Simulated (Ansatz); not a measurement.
# UBHLYP/STO-3G run of CH4Si (SMILES [CH][SiH3])

Aim: the electronic atomisation energy of CH4Si at UBHLYP/STO-3G, from 4 runs. 

The results are computed with Ansatz 0.2.0.

40 further runs of the same task are left out: 40 set aside as unsound or not needed.

## (1) The molecule

CH4Si: 6 atoms, total charge 0, spin state triplet. SMILES: `[CH][SiH3]`. The coordinates come from a GFN2-xTB relaxation.

Bond lengths: C1–Si2 1.808 Å, C1–H3 1.070 Å, Si2–H4 1.473 Å, Si2–H5 1.473 Å, Si2–H6 1.464 Å. Angles: C1–Si2–H4 110.4°, C1–Si2–H5 110.4°, C1–Si2–H6 109.0°, Si2–C1–H3 147.9°, H4–Si2–H5 108.7°, H4–Si2–H6 109.2°, H5–Si2–H6 109.2°.

## (2) The energy at UBHLYP/STO-3G

File job.yaml:

```yaml
crystal:
  periodic: [false, false, false]
  atoms:
    - {symbol: C, position_ang: [0.667310, -0.852170, 0.734600]}
    - {symbol: Si, position_ang: [-0.258900, 0.404300, -0.178590]}
    - {symbol: H, position_ang: [1.137890, -1.813490, 0.730980]}
    - {symbol: H, position_ang: [-1.544120, -0.143200, -0.644620]}
    - {symbol: H, position_ang: [0.511450, 0.860970, -1.347520]}
    - {symbol: H, position_ang: [-0.513620, 1.543590, 0.705170]}
basis:
  gaussian:
    orbitals: STO-3G
magnetization:
  spin_polarized: true
  initial_magnetization: 2
hamiltonian:
  xc: {name: BHLYP}
accuracy: high
```

Started as:

```bash
$ ansatz run job.yaml --threads 1 --pin off --max-ram 2610MiB --events-out events.jsonl --progress --plain --runs-dir runs
```

Output:

```text
Warning: RAYON_NUM_THREADS=1 ignored (pool sized by the plan → 1); use --threads N
Functional definition: BHLYP
  name "BHLYP"
  parameter a = 0.5
  exchange = (1 - a)*b88_x + a*exact_x
  correlation = lyp_c
311 factors; integrals over basis functions are off by at most 7.9e-9 eV
mean field evaluation 1: about -8869.9835 eV, gradient 9.2e0 eV
mean field evaluation 2: about -8870.7251 eV, gradient 3.3e0 eV
mean field evaluation 4: about -8870.8166 eV, gradient 1.4e-1 eV
mean field evaluation 8: about -8870.7859 eV, gradient 2.6e-3 eV
mean field evaluation 16: about -8870.7859 eV, gradient 3.3e-7 eV
mean field -8870.78593188 eV, -325.9953701619 hartree, gradient 7.1e-8 eV, S^2 2.012322; 0 other end points of the search recorded, 0 dependent functions left out
reference -8870.78595071 eV, -325.9953708539 hartree; 13, 11 occupied and 5, 7 virtual orbitals, 311 factors
Total energy: -8870.78595071 eV, -325.9953708539 hartree
```

Wall time 1.9 s (1 thread of Arm Neoverse V1, shared host); peak memory 0.13 GiB.

## (3) The C atom at the same level

File run.yaml:

```yaml
crystal:
  periodic: [false, false, false]
  atoms:
    - {symbol: C, position_ang: [0.000000, 0.000000, 0.000000]}
basis:
  gaussian:
    orbitals: STO-3G
hamiltonian:
  xc: {name: BHLYP}
magnetization:
  spin_polarized: true
  initial_magnetization: 2
accuracy: high
```

Run the same way, it converges to -37.34735 Eh (log not shown).

## (4) The H atom

File input.yaml:

```yaml
crystal:
  periodic: [false, false, false]
  atoms:
    - symbol: H
      position_ang: [0.000000, 0.000000, 0.000000]
basis:
  gaussian: {orbitals: STO-3G}
magnetization: {spin_polarized: true, initial_magnetization: 1}
hamiltonian: {xc: {name: BHLYP}}
accuracy: high
```

Run the same way, it converges to -0.46466 Eh (log not shown).

## (5) The Si atom

File run.yaml:

```yaml
crystal:
  periodic: [false, false, false]
  atoms:
    - {symbol: Si, position_ang: [0.000000, 0.000000, 0.000000]}
basis:
  gaussian:
    orbitals: STO-3G
magnetization:
  spin_polarized: true
  initial_magnetization: 2
hamiltonian:
  xc: {name: BHLYP}
accuracy: high
```

Run the same way, it converges to -285.95554 Eh (log not shown).

## (6) Outcome

Level: UBHLYP/STO-3G.

```
                     quantity          value
       molecule: total energy  -325.99537 Eh
               molecule: ⟨S²⟩          2.012
         C atom: total energy   -37.34735 Eh
                 C atom: ⟨S²⟩          2.000
         H atom: total energy    -0.46466 Eh
                 H atom: ⟨S²⟩          0.750
        Si atom: total energy  -285.95554 Eh
                Si atom: ⟨S²⟩          2.000
electronic atomisation energy      22.690 eV
```

Taking the molecule apart into free atoms costs 22.69 eV (2189 kJ/mol), before zero-point energy and without spin-orbit coupling. In a minimal basis such a difference can be off by several eV, whatever the method.
